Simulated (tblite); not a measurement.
# C6H13O: the cost of one run

Programs: tblite 0.8.0 and PySCF 2.14.0, with density-fitted response routines of our own. Each step states its level of theory. These are calculated values for one molecule in the gas phase, unless marked as measured. Atoms are numbered from 0 throughout.

## (1) Starting geometry

20 atoms, charge 0, multiplicity 2; geometry from: force field or distance geometry start.

Bonds of the start (Å): C0–C1 1.50, C1–C2 1.50, C2–C3 1.51, C2–C4 1.51, C4–O5 1.38, O5–C6 1.38, C0–H7 1.11, C0–H8 1.11, C0–H9 1.11, C1–H10 1.11, C2–H11 1.13, C3–H12 1.13, C3–H13 1.12, C3–H14 1.11, C4–H15 1.10, C4–H16 1.11, C6–H17 1.11, C6–H18 1.13, C6–H19 1.11.

## (2) Optimising the geometry with GFN2-xTB

Job settings and geometry (Å):

```
{"job": {"kind": "relax", "xc": "GFN2-xTB", "basis": "xTB"}, "charge": 0, "multiplicity": 2}
C     -2.106900     1.540100    -0.012200
C     -0.875200     0.962700     0.613200
C     -0.419500    -0.178300    -0.253600
C     -1.466600    -1.252400    -0.404700
C      0.951500    -0.689400     0.099900
O      1.808500     0.373800    -0.066400
C      3.134200     0.113300     0.205300
H     -2.184000     1.271200    -1.082800
H     -2.060600     2.646100     0.050900
H     -3.006000     1.160900     0.518800
H     -1.026100     0.692000     1.677400
H     -0.327900     0.240100    -1.299000
H     -1.895100    -1.590500     0.584800
H     -1.092800    -2.135700    -0.974200
H     -2.295500    -0.799300    -0.983700
H      0.971900    -1.079900     1.133100
H      1.254200    -1.467500    -0.630200
H      3.315200    -0.233700     1.246300
H      3.705500     1.071400     0.043500
H      3.610100    -0.634300    -0.469500
```

Started as:

```bash
OMP_NUM_THREADS=1 python probes_run.py task.json out
```

This one command runs all jobs of the session in turn.

**Question.** How long does this first job take on 1 thread of Arm Neoverse V2, shared host?

About 1.1 s.
